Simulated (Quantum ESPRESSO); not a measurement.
# Ga3Se (Pm-3m) in Quantum ESPRESSO: reference runs

How does Ga3Se come out in PBEsol? The cell is run as given and disturbed.

Program: Quantum ESPRESSO 7.5. These are calculated values, not measurements. Logs are shortened: lines on timing, memory, paths and dates and some standing lists are left out, and cuts for length are marked.

## Step 1: The structure

Symmetry: Pm-3m, No. 221, cubic system. Conventional cell: a = 4.432 Å, b = 4.432 Å, c = 4.432 Å, α = 90.00°, β = 90.00°, γ = 90.00°. Se (site symmetry m-3m) has 12 Ga at 3.13 Å as nearest neighbours. Around Ga (site symmetry 4/mmm) lie 4 Se at 3.13 Å and 8 Ga at 3.13 Å.

The cell comes from a database or a generator and needn't be the stable form of this composition.

## Step 2: Single point, PBEsol

The input, pw.in:

```
&CONTROL
  calculation = 'scf'
  prefix = 'pwscf'
  outdir = './tmp'
  pseudo_dir = './pseudo'
  tprnfor = .true.
  tstress = .true.
  disk_io = 'low'
/
&SYSTEM
  ibrav = 0
  nat = 4
  ntyp = 2
  ecutwfc = 56
  ecutrho = 448
  nbnd = 42
  occupations = 'smearing'
  smearing = 'fd'
  degauss = 0.00367493
/
&ELECTRONS
  conv_thr = 8d-10
  electron_maxstep = 120
  mixing_beta = 0.5
/
ATOMIC_SPECIES
Se    78.9710 se_pbesol_v1.uspp.F.UPF
Ga    69.7230 ga_pbesol_v1.4.uspp.F.UPF
CELL_PARAMETERS angstrom
   4.4324650000    0.0000000000    0.0000000000
   0.0000000000    4.4324650000    0.0000000000
   0.0000000000    0.0000000000    4.4324650000
ATOMIC_POSITIONS crystal
Se     0.0000000000    0.0000000000    0.0000000000
Ga     0.5000000000    0.5000000000    0.0000000000
Ga     0.5000000000    0.0000000000    0.5000000000
Ga     0.0000000000    0.5000000000    0.5000000000
K_POINTS automatic
6 6 6 0 0 0
```

The input, pp_density.in:

```
&INPUTPP
  prefix = 'pwscf'
  outdir = './tmp'
  filplot = 'density.dat'
  plot_num = 0
/
&PLOT
  nfile = 1
  filepp(1) = 'density.dat'
  iflag = 3
  output_format = 6
  fileout = 'density.cube'
/
```

The input, pp_potential.in:

```
&INPUTPP
  prefix = 'pwscf'
  outdir = './tmp'
  filplot = 'potential.dat'
  plot_num = 11
/
&PLOT
  nfile = 1
  filepp(1) = 'potential.dat'
  iflag = 3
  output_format = 6
  fileout = 'potential.cube'
/
```

Potentials or basis: GBRV 1.5 PBEsol.

The run is started by

```bash
OMP_NUM_THREADS=1 mpirun -n 2 pw.x -nk 2 -in pw.in > pw.out
OMP_NUM_THREADS=1 mpirun -n 1 pp.x -in pp_density.in > pp_density.out
OMP_NUM_THREADS=1 mpirun -n 1 pp.x -in pp_potential.in > pp_potential.out
```

pw.out:

```text
This program is part of the open-source Quantum ESPRESSO suite
     for quantum simulation of materials; please cite
[... 6 lines left out ...]
     using ibrav=0 with symmetry is DISCOURAGED, use correct ibrav instead

     K-points division:     npool     =       2
     Subspace diagonalization in iterative solution of the eigenvalue problem:
     a serial algorithm will be used

     G-vector sticks info
     --------------------
     sticks:   dense  smooth     PW     G-vecs:    dense   smooth      PW
     Sum        2501    1245    373                93981    33371    5377

     Using Slab Decomposition

     bravais-lattice index     =            0
     lattice parameter (alat)  =       8.3761  a.u.
     unit-cell volume          =     587.6687 (a.u.)^3
     number of atoms/cell      =            4
     number of atomic types    =            2
     number of electrons       =        63.00
     number of Kohn-Sham states=           42
     kinetic-energy cutoff     =      56.0000  Ry
     charge density cutoff     =     448.0000  Ry
     scf convergence threshold =      8.0E-10
     mixing beta               =       0.5000
     number of iterations used =            8  plain     mixing
     Exchange-correlation= SLA  PW   PSX  PSC
                           (   1   4  10   8   0   0   0)

     celldm(1)=   8.376145  celldm(2)=   0.000000  celldm(3)=   0.000000
     celldm(4)=   0.000000  celldm(5)=   0.000000  celldm(6)=   0.000000

     crystal axes: (cart. coord. in units of alat)
               a(1) = (   1.000000   0.000000   0.000000 )
               a(2) = (   0.000000   1.000000   0.000000 )
               a(3) = (   0.000000   0.000000   1.000000 )

     reciprocal axes: (cart. coord. in units 2 pi/alat)
               b(1) = (  1.000000  0.000000  0.000000 )
               b(2) = (  0.000000  1.000000  0.000000 )
               b(3) = (  0.000000  0.000000  1.000000 )

     PseudoPot. # 1 for Se read from file:
     se_pbesol_v1.uspp.F.UPF
     Pseudo is Ultrasoft + core correction, Zval =  6.0
     Generated by new atomic code, or converted to UPF format
     Using radial grid of  877 points,  6 beta functions with:
                l(1) =   0
                l(2) =   0
                l(3) =   1
                l(4) =   1
                l(5) =   2
                l(6) =   2
     Q(r) pseudized with  8 coefficients,  rinner =    1.300   1.300   1.300
                                                       1.300   1.300

     PseudoPot. # 2 for Ga read from file:
     ga_pbesol_v1.4.uspp.F.UPF
     Pseudo is Ultrasoft + core correction, Zval = 19.0
     Generated by new atomic code, or converted to UPF format
     Using radial grid of  871 points,  6 beta functions with:
                l(1) =   0
                l(2) =   0
                l(3) =   1
                l(4) =   1
                l(5) =   2
                l(6) =   2
     Q(r) pseudized with  8 coefficients,  rinner =    1.250   1.250   1.250
                                                       1.250   1.250

     atomic species   valence    mass     pseudopotential
     Se                6.00    78.97100     Se( 1.00)
     Ga               19.00    69.72300     Ga( 1.00)

     48 Sym. Ops., with inversion, found

   Cartesian axes

     site n.     atom                  positions (alat units)
         1        Se     tau(   1) = (   0.0000000   0.0000000   0.0000000  )
         2        Ga     tau(   2) = (   0.5000000   0.5000000   0.0000000  )
         3        Ga     tau(   3) = (   0.5000000   0.0000000   0.5000000  )
         4        Ga     tau(   4) = (   0.0000000   0.5000000   0.5000000  )

     number of k points=    20  Fermi-Dirac smearing, width (Ry)=  0.0037
                       cart. coord. in units 2pi/alat
        k(    1) = (   0.0000000   0.0000000   0.0000000), wk =   0.0092593
        k(    2) = (   0.0000000   0.0000000   0.1666667), wk =   0.0555556
        k(    3) = (   0.0000000   0.0000000   0.3333333), wk =   0.0555556
        k(    4) = (   0.0000000   0.0000000  -0.5000000), wk =   0.0277778
        k(    5) = (   0.0000000   0.1666667   0.1666667), wk =   0.1111111
        k(    6) = (   0.0000000   0.1666667   0.3333333), wk =   0.2222222
[... 12 lines left out ...]
        k(   19) = (   0.3333333  -0.5000000  -0.5000000), wk =   0.0555556
        k(   20) = (  -0.5000000  -0.5000000  -0.5000000), wk =   0.0092593

     Dense  grid:    93981 G-vectors     FFT dimensions: (  60,  60,  60)

     Smooth grid:    33371 G-vectors     FFT dimensions: (  40,  40,  40)

     Initial potential from superposition of free atoms

     starting charge      59.9999, renormalised to      63.0000
     Starting wfcs are   40 randomized atomic wfcs +    2 random wfcs

     Self-consistent Calculation

     iteration #  1     ecut=    56.00 Ry     beta= 0.50
     Davidson diagonalization with overlap
     ethr =  1.00E-02,  avg # of iterations =  5.2

     total energy              =   -1275.37683379 Ry
     estimated scf accuracy    <      25.22963684 Ry

     iteration #  2     ecut=    56.00 Ry     beta= 0.50
     Davidson diagonalization with overlap
     ethr =  1.00E-02,  avg # of iterations =  3.0
[... 57 lines left out ...]
     total energy              =   -1288.28988337 Ry
     estimated scf accuracy    <       0.00000008 Ry

     iteration # 11     ecut=    56.00 Ry     beta= 0.50
     Davidson diagonalization with overlap
     ethr =  1.21E-10,  avg # of iterations =  2.7

     End of self-consistent calculation

          k = 0.0000 0.0000 0.0000 (  4139 PWs)   bands (ev):

   -85.5609 -85.5609 -85.5609 -85.5608 -85.5608 -85.5608 -85.5450 -85.5450
   -85.5450  -6.2156  -6.1897  -6.1897  -6.1897  -6.1317  -6.1317  -6.0556
    -6.0556  -6.0556  -6.0008  -6.0008  -5.9813  -5.9467  -5.9467  -5.9467
    -4.7120   1.2598   5.0483   5.0483   5.0483   5.9238   5.9238  10.3766
    10.3766  10.3766  13.1595  13.1595  13.1595  14.7225  15.8239  15.9227
    15.9231  15.9231

          k = 0.0000 0.0000 0.1667 (  4132 PWs)   bands (ev):
[... 64 lines left out ...]
   -85.5612 -85.5609 -85.5609 -85.5609 -85.5609 -85.5605 -85.5453 -85.5450
   -85.5446  -6.1318  -6.1308  -6.1295  -6.1113  -6.1043  -6.0816  -6.0699
    -6.0677  -6.0675  -6.0538  -6.0354  -6.0336  -6.0221  -6.0092  -5.9994
    -4.1251   1.0920   2.2721   3.6306   6.4303   6.9848   7.7969   9.3372
     9.4069  10.5365  10.9401  12.0152  12.8705  13.3061  15.7247  15.7900
    18.9690  19.0523

          k = 0.0000-0.5000-0.5000 (  4196 PWs)   bands (ev):

   -85.5613 -85.5609 -85.5609 -85.5609 -85.5609 -85.5604 -85.5454 -85.5450
   -85.5446  -6.1318  -6.1318  -6.1189  -6.1141  -6.1051  -6.0672  -6.0672
    -6.0645  -6.0575  -6.0521  -6.0521  -6.0342  -6.0291  -6.0144  -6.0144
    -4.0439   1.9497   1.9497   2.3758   6.6238   7.9575   8.0689   8.0689
    10.1245  10.4168  10.4168  10.6208  14.0496  14.0496  16.4341  16.7894
    18.1856  19.0588

          k = 0.1667 0.1667 0.1667 (  4163 PWs)   bands (ev):

   -85.5610 -85.5610 -85.5610 -85.5608 -85.5608 -85.5607 -85.5452 -85.5449
   -85.5449  -6.1841  -6.1608  -6.1608  -6.1576  -6.1118  -6.1118  -6.0870
    -6.0515  -6.0515  -6.0138  -6.0138  -6.0110  -5.9809  -5.9809  -5.9593
    -4.4739   0.9747   3.7370   3.7370   6.6228   7.2514   7.2514   8.0671
    10.3990  10.3990  11.7938  11.7938  13.7068  13.8253  15.8839  16.4451
    16.4451  17.2239
[... 30 lines left out ...]
   -85.5612 -85.5611 -85.5610 -85.5607 -85.5607 -85.5605 -85.5455 -85.5448
   -85.5446  -6.1684  -6.1383  -6.1276  -6.1223  -6.0977  -6.0954  -6.0695
    -6.0675  -6.0607  -6.0414  -6.0360  -6.0309  -6.0133  -6.0073  -5.9833
    -4.0533   1.3018   2.4163   3.8158   5.1536   6.3573   7.3941   8.8833
     9.3440  11.2706  11.6351  12.7386  13.8133  14.3866  15.8319  15.9187
    19.0447  19.1551

          k = 0.1667-0.5000-0.5000 (  4172 PWs)   bands (ev):

   -85.5613 -85.5611 -85.5611 -85.5606 -85.5606 -85.5604 -85.5455 -85.5448
   -85.5446  -6.1798  -6.1314  -6.1314  -6.1163  -6.0956  -6.0956  -6.0883
    -6.0690  -6.0467  -6.0352  -6.0352  -6.0346  -6.0052  -6.0015  -6.0015
    -3.9728   2.1563   2.1563   2.5811   5.4338   6.8660   6.8660   8.0746
     9.5159  11.5275  11.5275  13.0056  14.4920  14.4920  16.6025  16.8984
    18.4129  19.2734

          k = 0.3333 0.3333 0.3333 (  4173 PWs)   bands (ev):

   -85.5612 -85.5612 -85.5612 -85.5606 -85.5606 -85.5605 -85.5456 -85.5447
   -85.5447  -6.2008  -6.1442  -6.1326  -6.1326  -6.1005  -6.1005  -6.0859
    -6.0671  -6.0457  -6.0457  -6.0211  -6.0211  -6.0037  -6.0037  -5.9671
    -3.9857   1.5831   3.1698   3.1698   5.5414   5.5414   5.5451   8.0629
    10.4391  11.9789  11.9789  14.0976  14.0976  15.6608  16.8121  16.8121
    17.8781  18.2750

          k = 0.3333 0.3333-0.5000 (  4162 PWs)   bands (ev):

   -85.5612 -85.5612 -85.5612 -85.5605 -85.5605 -85.5605 -85.5457 -85.5447
   -85.5446  -6.2160  -6.1411  -6.1251  -6.1237  -6.1199  -6.1192  -6.0929
    -6.0486  -6.0462  -6.0391  -6.0306  -6.0183  -6.0010  -5.9869  -5.9728
    -3.9041   1.9243   2.7065   4.0900   4.2703   4.8981   6.0615   7.2376
    10.8823  12.2135  12.3030  14.3486  15.8416  15.9296  16.0728  16.4427
    19.0917  19.3762

          k = 0.3333-0.5000-0.5000 (  4148 PWs)   bands (ev):

   -85.5613 -85.5612 -85.5612 -85.5605 -85.5605 -85.5604 -85.5457 -85.5446
   -85.5446  -6.2351  -6.1332  -6.1332  -6.1322  -6.1199  -6.1199  -6.1142
    -6.0435  -6.0354  -6.0317  -6.0279  -6.0279  -5.9794  -5.9789  -5.9789
    -3.8259   2.7731   2.7731   3.1583   4.3104   5.1989   5.1989   6.2402
    11.6060  12.4959  12.4959  15.7142  16.0418  16.0418  17.0327  17.1480
    18.7786  19.8641

          k =-0.5000-0.5000-0.5000 (  4224 PWs)   bands (ev):

   -85.5613 -85.5613 -85.5613 -85.5604 -85.5604 -85.5604 -85.5458 -85.5446
   -85.5446  -6.2569  -6.1388  -6.1388  -6.1388  -6.1240  -6.1240  -6.1240
    -6.0358  -6.0358  -6.0257  -6.0257  -6.0257  -5.9696  -5.9696  -5.9696
    -3.7495   3.6978   3.6978   3.6978   3.8999   3.8999   3.8999   5.2789
    12.7356  12.7356  12.7356  17.2945  17.2945  17.3382  17.3382  17.3382
    18.1713  20.5652

     the Fermi energy is     8.7657 ev

!    total energy              =   -1288.28988339 Ry
     estimated scf accuracy    <          1.1E-10 Ry
     smearing contrib. (-TS)   =      -0.00077517 Ry
     internal energy E=F+TS    =   -1288.28910822 Ry

     The total energy is F=E-TS. E is the sum of the following terms:
     one-electron contribution =   -1119.24423738 Ry
     hartree contribution      =     581.24916562 Ry
     xc contribution           =    -173.04492030 Ry
     ewald contribution        =    -577.24911617 Ry

     convergence has been achieved in  11 iterations

     Forces acting on atoms (cartesian axes, Ry/au):

     atom    1 type  1   force =     0.00000000    0.00000000    0.00000000
     atom    2 type  2   force =     0.00000000    0.00000000    0.00000000
     atom    3 type  2   force =     0.00000000    0.00000000    0.00000000
     atom    4 type  2   force =     0.00000000    0.00000000    0.00000000

     Total force =     0.000000     Total SCF correction =     0.000000

     Computing stress (Cartesian axis) and pressure

          total   stress  (Ry/bohr**3)                   (kbar)     P=      -36.62
  -0.00024891   0.00000000   0.00000000          -36.62        0.00        0.00
   0.00000000  -0.00024891   0.00000000            0.00      -36.62        0.00
   0.00000000   0.00000000  -0.00024891            0.00        0.00      -36.62

=------------------------------------------------------------------------------=
   JOB DONE.
=------------------------------------------------------------------------------=
```

Wall time 42 s (2 MPI ranks of Arm Neoverse V2, shared host); peak memory 0.5 GiB.

Results:

- Free energy: -17528.0768 eV
- Pressure: -3.7 GPa
- Band gap on the k mesh: none (metal or under the smearing width)

## Step 3: Single point, PBEsol (atoms moved at random, drawn with an rms of 0.05 Å)

Edit pw.in of step 2 so:

```diff
@@ -7,3 +7,3 @@
   tstress = .true.
-  disk_io = 'low'
+  disk_io = 'nowf'
 /
@@ -33,6 +33,6 @@
 ATOMIC_POSITIONS crystal
-Se     0.0000000000    0.0000000000    0.0000000000
-Ga     0.5000000000    0.5000000000    0.0000000000
-Ga     0.5000000000    0.0000000000    0.5000000000
-Ga     0.0000000000    0.5000000000    0.5000000000
+Se     0.0009510000    0.0023570000    0.0027340000
+Ga     0.5122880000    0.4914970000   -0.0003980000
+Ga     0.5063790000    0.0011830000    0.4970060000
+Ga     0.0050230000    0.4984880000    0.4909640000
 K_POINTS automatic
```

Potentials or basis: GBRV 1.5 PBEsol.

The run is started by

```bash
OMP_NUM_THREADS=1 mpirun -n 2 pw.x -nk 2 -in pw.in > pw.out
```

pw.out:

```text
This program is part of the open-source Quantum ESPRESSO suite
     for quantum simulation of materials; please cite
         "P. Giannozzi et al., J. Phys.:Condens. Matter 21 395502 (2009);
         "P. Giannozzi et al., J. Phys.:Condens. Matter 29 465901 (2017);
         "P. Giannozzi et al., J. Chem. Phys. 152 154105 (2020);
     in publications or presentations arising from this work. More details at

     K-points division:     npool     =       2
     Subspace diagonalization in iterative solution of the eigenvalue problem:
     a serial algorithm will be used

     G-vector sticks info
     --------------------
     sticks:   dense  smooth     PW     G-vecs:    dense   smooth      PW
     Sum        2501    1245    373                93981    33371    5377

     Using Slab Decomposition

     bravais-lattice index     =            0
     lattice parameter (alat)  =       8.3761  a.u.
     unit-cell volume          =     587.6687 (a.u.)^3
     number of atoms/cell      =            4
[... 159 lines left out ...]
     Davidson diagonalization with overlap
     ethr =  8.81E-12,  avg # of iterations =  4.8

     End of self-consistent calculation

     Number of k-points >= 100: set verbosity='high' to print the bands.

     the Fermi energy is     8.7677 ev

!    total energy              =   -1288.28967966 Ry
     estimated scf accuracy    <          7.8E-11 Ry
     smearing contrib. (-TS)   =      -0.00078168 Ry
     internal energy E=F+TS    =   -1288.28889798 Ry

     The total energy is F=E-TS. E is the sum of the following terms:
     one-electron contribution =   -1119.47247725 Ry
     hartree contribution      =     581.36324438 Ry
     xc contribution           =    -173.04634940 Ry
     ewald contribution        =    -577.13331571 Ry

     convergence has been achieved in  12 iterations

     Forces acting on atoms (cartesian axes, Ry/au):

     atom    1 type  1   force =     0.00058349   -0.00072007   -0.00069359
     atom    2 type  2   force =    -0.00127524    0.00151156   -0.00190290
     atom    3 type  2   force =    -0.00091215   -0.00189343    0.00112090
     atom    4 type  2   force =     0.00160389    0.00110194    0.00147560

     Total force =     0.004529     Total SCF correction =     0.000015

     Computing stress (Cartesian axis) and pressure

          total   stress  (Ry/bohr**3)                   (kbar)     P=      -35.86
  -0.00024376  -0.00000043   0.00000081          -35.86       -0.06        0.12
  -0.00000043  -0.00024430  -0.00000000           -0.06      -35.94       -0.00
   0.00000081  -0.00000000  -0.00024323            0.12       -0.00      -35.78

=------------------------------------------------------------------------------=
   JOB DONE.
=------------------------------------------------------------------------------=
```

Run time: 2.8 min. Hardware: 2 MPI ranks of Arm Neoverse V2, shared host; peak memory 0.74 GiB.

Results:

- Free energy: -17528.0740 eV
- Pressure: -3.6 GPa
- Largest force: 0.071 eV/Å
- Band gap on the k mesh: none (metal or under the smearing width)

Forces on the atoms (eV/Å):
```
Se   0.015 -0.019 -0.018
Ga  -0.033  0.039 -0.049
Ga  -0.023 -0.049  0.029
Ga   0.041  0.028  0.038
```

Levels at points of the mesh, in eV from the Fermi level:
| k point | band 30 | band 31 | band 32 | band 33 | band 34 | band 35 |
| --- | --- | --- | --- | --- | --- | --- |
| (0.00, 0.00, 0.00) | -2.85 | -2.83 | 1.61 | 1.61 | 1.61 | 4.38 |
| (0.00, 0.00, -0.50) | -2.16 | -1.04 | -0.27 | -0.26 | 1.13 | 3.98 |
| (0.00, -0.50, -0.50) | -0.85 | -0.70 | -0.66 | 1.36 | 1.61 | 1.65 |
| (-0.50, -0.50, -0.50) | -4.83 | -4.74 | -3.48 | 3.97 | 3.97 | 3.97 |
| (-0.50, 0.00, 0.00) | -2.16 | -1.04 | -0.27 | -0.26 | 1.14 | 3.98 |
| (0.00, -0.50, 0.00) | -2.16 | -1.05 | -0.26 | -0.26 | 1.15 | 3.98 |
| (-0.50, 0.00, 0.50) | -0.87 | -0.70 | -0.64 | 1.36 | 1.65 | 1.65 |
| (-0.50, 0.50, 0.00) | -0.82 | -0.70 | -0.69 | 1.36 | 1.58 | 1.65 |
